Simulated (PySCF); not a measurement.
# K2H2: singlet, from a rhombic ring start

The task is one start of a wider search on K2H2: the singlet, from a rhombic ring start. It is relaxed, tested by its Hessian and followed downhill if it is a saddle.

Method: PBE0, basis K def2-TZVP, H def2-TZVP, no relativity, density fitting; program: PySCF 2.14.0.

### Step 1. Starting geometry

4 atoms, charge 0, spin multiplicity 1.

Bond lengths: K1–K2 3.297 Å, K1–H3 2.417 Å, K1–H4 2.417 Å, K2–H3 2.417 Å, K2–H4 2.417 Å. Angles: K2–K1–H3 47.0°, K2–K1–H4 47.0°, H3–K1–H4 94.0°, K1–K2–H3 47.0°, K1–K2–H4 47.0°, H3–K2–H4 94.0°, K1–H3–K2 86.0°, K1–H4–K2 86.0°.

```xyz
4
charge 0 multiplicity 1
K     1.6483    0.0000    0.0000
K    -1.6483    0.0000    0.0000
H     0.0000    1.7675    0.0000
H     0.0000   -1.7675    0.0000
```

### Step 2. The SCF at the typed geometry

One driver script runs all steps and calls PySCF; scf.py shows how it sets up the SCF of each step. The optimiser is the driver's own. After this first run the driver tries any further starts and a stability analysis.

scf.py

```python
from pyscf import gto, scf, dft
mol = gto.M(atom='''
K      1.648300     0.000000     0.000000
K     -1.648300     0.000000     0.000000
H      0.000000     1.767500     0.000000
H      0.000000    -1.767500     0.000000''',
    basis={'K': 'def2-TZVP', 'H': 'def2-TZVP'},
    charge=0, spin=0)
mf = dft.RKS(mol, xc='PBE0')
mf.grids.atom_grid = (50, 194)
aux = {'K': 'def2-universal-JKFIT', 'H': 'def2-universal-JKFIT'}
mf = mf.density_fit(auxbasis=aux)
mf.conv_tol = 1e-08
mf.diis_space = 10
mf.max_cycle = 60
mf.init_guess = 'minao'
mf.verbose = 4
mf.kernel()
```

Command:

```sh
$ OMP_NUM_THREADS=2 python axn.py task.json out
```

The log of the run:

```text
init E= -1200.39673967704
  HOMO = -0.272508445213388  LUMO = -0.0646010688323755  gap/eV = 5.65745
cycle= 1 E= -1200.61348860108  delta_E= -0.217  |g|= 0.302  |ddm|= 1.42
  HOMO = -0.0986025484287465  LUMO = -0.0150838757373357  gap/eV = 2.27266
cycle= 2 E= -1200.63837757458  delta_E= -0.0249  |g|= 0.208  |ddm|= 0.674
  HOMO = -0.165901001277233  LUMO = -0.0196847208969917  gap/eV = 3.97875
cycle= 3 E= -1200.65724793883  delta_E= -0.0189  |g|= 0.0265  |ddm|= 0.264
  HOMO = -0.1679879935286  LUMO = -0.0191883498671728  gap/eV = 4.04904
cycle= 4 E= -1200.65741024498  delta_E= -0.000162  |g|= 0.00491  |ddm|= 0.026
  HOMO = -0.165726694981859  LUMO = -0.0183701027877219  gap/eV = 4.00978
cycle= 5 E= -1200.65742307099  delta_E= -1.28e-05  |g|= 0.000741  |ddm|= 0.00981
  HOMO = -0.165542767694051  LUMO = -0.0182438443803039  gap/eV = 4.00821
cycle= 6 E= -1200.65742324597  delta_E= -1.75e-07  |g|= 8.85e-05  |ddm|= 0.00125
  HOMO = -0.165535413107463  LUMO = -0.0182125318762014  gap/eV = 4.00886
cycle= 7 E= -1200.65742325165  delta_E= -5.68e-09  |g|= 4.65e-06  |ddm|= 0.00023
  HOMO = -0.165534321977213  LUMO = -0.0182106842620624  gap/eV = 4.00888
Extra cycle  E= -1200.65742325167  delta_E= -2.41e-11  |g|= 2.3e-06  |ddm|= 1.72e-05
converged SCF energy = -1200.65742325167
```

This step, with its further starts and checks, needed 1.7 s of wall time on 2 threads of Arm Neoverse V2, shared host.

No lower closed-shell solution turned up in the test of internal stability.

### Step 3. Relaxation: rhombic ring start, singlet

The program finds D2h symmetry in the start, which this walk keeps.

scf.py, as its differences from that of step 2:

```diff
@@ -4,2 +4,2 @@
-K     -1.648300     0.000000     0.000000
-H      0.000000     1.767500     0.000000
+K     -1.648300    -0.000000    -0.000000
+H     -0.000000     1.767500    -0.000000
@@ -16 +15,0 @@
-mf.init_guess = 'minao'
```

The optimiser's trace:

| step | energy (Eh) | change (kJ/mol) | largest symmetric gradient (Eh/bohr) |
| --- | --- | --- | --- |
| 0 | -1200.657423 | 0.00 | 0.00908 |
| 1 | -1200.657752 | -0.86 | 0.00822 |
| 2 | -1200.659368 | -5.11 | 0.00127 |
| 3 | -1200.659425 | -5.26 | 0.00063 |
| 4 | -1200.659432 | -5.27 | 0.00059 |
| 5 | -1200.659442 | -5.30 | 0.00038 |
| 6 | -1200.659448 | -5.32 | 0.00021 |
| 7 | -1200.659449 | -5.32 | 0.00006 |

The walk took 5.3 s.

After 7 steps and 5.3 kJ/mol it ends at D2h: K–H 2.482 Å (×4), K–K 3.559 Å; H–K–H 88.4° (×2), H–K–K 44.2° (×4), K–H–K 91.6° (×2).

### Step 4. Frequencies

The point is checked on the finer grid, and tightened if its gradient asks for it. The Hessian and the dipole derivatives come from central differences of analytic gradients, with steps of 0.02 bohr.

scf.py, as its differences from that of step 3:

```diff
@@ -3,4 +3,4 @@
-K      1.648300     0.000000     0.000000
-K     -1.648300    -0.000000    -0.000000
-H     -0.000000     1.767500    -0.000000
-H      0.000000    -1.767500     0.000000''',
+K      1.782369     0.000000     0.000000
+K     -1.782369    -0.000000    -0.000000
+H     -0.000000     1.726367    -0.000000
+H      0.000000    -1.726367     0.000000''',
@@ -10 +10 @@
-mf.grids.atom_grid = (50, 194)
+mf.grids.atom_grid = (75, 302)
@@ -13 +13 @@
-mf.conv_tol = 1e-08
+mf.conv_tol = 1e-10
```

This SCF starts from the last density.

SCF at the final geometry:

```text
init E= -1200.65960944865
  HOMO = -0.158552118676574  LUMO = -0.0196388995463113  gap/eV = 3.78002
cycle= 1 E= -1200.65960944865  delta_E= 3.18e-12  |g|= 4.92e-07  |ddm|= 1.66e-06
  HOMO = -0.158551845623467  LUMO = -0.0196388706744535  gap/eV = 3.78001
Extra cycle  E= -1200.65960944864  delta_E= 2.27e-13  |g|= 3.69e-07  |ddm|= 8.92e-07
converged SCF energy = -1200.65960944864
```

The whole step took 13 s.

Geometry: D2h; K–H 2.481 Å (×4), K–K 3.565 Å; H–K–H 88.2° (×2), H–K–K 44.1° (×4), K–H–K 91.8° (×2).

Modes, for the most abundant isotopes:

```json
{"symmetry": "ag", "ω (cm⁻¹)": "143", "IR (km/mol)": "0.0", "μ (u)": "30.26"}
{"symmetry": "b3u", "ω (cm⁻¹)": "337", "IR (km/mol)": "869", "μ (u)": "1.03"}
{"symmetry": "b3g", "ω (cm⁻¹)": "639", "IR (km/mol)": "0.0", "μ (u)": "1.03"}
{"symmetry": "b2u", "ω (cm⁻¹)": "675", "IR (km/mol)": "1093", "μ (u)": "1.03"}
{"symmetry": "ag", "ω (cm⁻¹)": "764", "IR (km/mol)": "0.0", "μ (u)": "1.02"}
{"symmetry": "b1u", "ω (cm⁻¹)": "767", "IR (km/mol)": "1006", "μ (u)": "1.03"}
```

Every mode is real; the point is a minimum.

Constants and moments:

```
Dipole moment                                                   : 0.00 D
Highest occupied level                                          : -4.31 eV
Lowest empty level                                              : -0.53 eV
Rotational constants                                            : 2.806, 0.06809, 0.06648 cm⁻¹
Zero-point energy                                               : 19.9 kJ/mol
Principal polarisabilities                                      : 58.5, 61.9, 88.9 bohr³
Atomisation energy without zero-point energy                    : 472 kJ/mol
Principal traceless quadrupole moments about the centre of mass : -35.47, -1.53, 37.00 D Å
Entropy at 298.15 K and 1 bar                                   : 275.6 J/(mol K)
Heat capacity Cp at 298.15 K                                    : 61.5 J/(mol K)
Enthalpy at 298.15 K above 0 K                                  : 13.78 kJ/mol
Rotational symmetry number                                      : 4
```

Populations by atom (charges in e):

```csv
atom,Mulliken,Löwdin,polar tensor,Mayer order to K1
K1,0.43,0.21,0.71,–
K2,0.43,0.21,0.71,0.15
"H3,4",-0.43,-0.21,-0.71,0.40
```

Outer orbital energies (eV). occupied: -19.75, -19.74, -19.72, -19.57, -19.53, -19.53, -4.88, -4.31; empty: -0.53, -0.27, 0.60, 1.28.

Mulliken populations on K1: s 6.26, p 12.18, d 0.13.

### Step 5. Real-space pictures of the lowest minimum

The plane holds K1 at (0.00, 0.00), K2 at (3.56, 0.00), H3 at (1.78, 1.73), H4 at (1.78, -1.73) Å. Columns run from x = -1.95 to 5.85 Å, rows from y = 4.05 (top) to -3.75 Å, in steps of 0.3 Å.

Density (cut at 5 e/Å³):

Ten steps from '0' (0.000 e/Å³) to '9' (5.000 e/Å³), finer at the low end (step k begins (100^(k/10) - 1)/99 of the way up):
```
000000000000000000000000000
000000000000000000000000000
000000000000000000000000000
000000000000000000000000000
000000000011111100000000000
000000000112222110000000000
000000001123443210000000000
000000001234664321000000000
000000011235775321000000000
000001111234554321111000000
000123443223433223443210000
000246776422222246776420000
001368998632112368998531000
001479999742112479999741000
001479999742112479999741000
001368998632112368998531000
000246776422222246776420000
000123443223433223443210000
000001111234554321111000000
000000011235775321000000000
000000001234664321000000000
000000001123443210000000000
000000000112222110000000000
000000000011111100000000000
000000000000000000000000000
000000000000000000000000000
000000000000000000000000000
```

ELF (0 where the density is under 0.005 e/Å³):

Ten even steps from '0' (0.00) to '9' (1.00):
```
000000000000000000000000000
000000000000000000000000000
000000000089999800000000000
000000008999999998000000000
000000089999999999700000000
000000489999999999830000000
000000159999999999510000000
000000017999999996100000000
000000001899999971000000000
000011100189999810011100000
000246652019998102566420000
001578887302871048888741000
003688558720110288458862000
013785885840000583876873000
013785885840000583876873000
003688558720110288458862000
001578887302871048888741000
000246652019998102566420000
000011100189999810011100000
000000001899999971000000000
000000017999999996100000000
000000159999999999510000000
000000489999999999830000000
000000089999999999700000000
000000008999999998000000000
000000000089999800000000000
000000000000000000000000000
```

Electrostatic potential (cut at 20 V):

Ten steps from '0' (-3.38 V) to '9' (20.00 V), finer at the low end (step k begins (100^(k/10) - 1)/99 of the way up):
```
555555555444444445555555555
555555554444444444555555555
555555554433333344555555555
655555544332122334455555566
666555544320000234455556666
666655544211221134455566666
666665554324664234556666666
666666654347996434566666666
666666665458997545666666666
666777776556886566777776666
667778887765555678888777666
677789999876556789999877766
777899999976666899999987766
777899999987667899999987776
777899999987667899999987776
777899999976666899999987766
677789999876556789999877766
667778887765555678888777666
666777776556886566777776666
666666665458997545666666666
666666654347996434566666666
666665554324664234556666666
666655544211221134455566666
666555544320000234455556666
655555544332122334455555566
555555554433333344555555555
555555554444444444555555555
```

Values on the line from K1 (at 0) through K2 (at 3.565 Å):

| distance (Å) | density (e/Å³) | ELF | electrostatic potential (V) |
| --- | --- | --- | --- |
| -1.25 | 0.12 | 0.54 | 6.23 |
| -0.89 | 0.777 | 0.835 | 15.8 |
| -0.53 | 3.48 | 0.744 | 71.3 |
| -0.18 | 98.9 | 0.858 | 615 |
| 0.36 | 6.29 | 0.0959 | 180 |
| 0.71 | 1.76 | 0.882 | 30.6 |
| 1.07 | 0.285 | 0.479 | 7.57 |
| 1.43 | 0.0615 | 0.0317 | 2.2 |
| 1.78 | 0.0411 | 0.0312 | 0.919 |
| 2.14 | 0.0615 | 0.0317 | 2.2 |
| 2.50 | 0.285 | 0.479 | 7.57 |
| 2.85 | 1.76 | 0.882 | 30.6 |
| 3.21 | 6.29 | 0.0959 | 180 |
| 3.74 | 98.9 | 0.858 | 615 |
| 4.10 | 3.48 | 0.744 | 71.3 |
| 4.46 | 0.777 | 0.835 | 15.8 |
| 4.81 | 0.12 | 0.54 | 6.23 |
| 5.17 | 0.0193 | 0.132 | 3.62 |
| 5.53 | 0.00386 | 0.0169 | 2.47 |

Making the fields took under 0.5 s.

### Step 6. Results

| quantity | value |
| --- | --- |
| minimum | singlet, D2h |
| geometry | K–H 2.481 Å (×4), K–K 3.565 Å; H–K–H 88.2° (×2), H–K–K 44.1° (×4), K–H–K 91.8° (×2) |
| wavenumbers (cm⁻¹) | 143 (ag), 337 (b3u), 639 (b3g), 675 (b2u), 764 (ag), 767 (b1u) |
| dipole moment | 0.00 D |
| highest occupied, lowest empty level | -4.31, -0.53 eV |
| polar-tensor charge of K1 | +0.71 e |
| zero-point energy | 19.9 kJ/mol |
| entropy at 298.15 K | 275.6 J/(mol K) |
| atomisation energy (no zero-point energy) | 472 kJ/mol |

The molecule stays D2h, as typed, and the end point is a minimum. In the infrared the band at 675 cm⁻¹ (b2u) leads. The dipole vanishes although K1 carries +0.7 e by the polar tensor: the bond dipoles cancel. Only this shape and spin were tried, so other structures or states may lie lower.

The search up to here needed 20 s of wall time on 2 threads of Arm Neoverse V2, shared host.
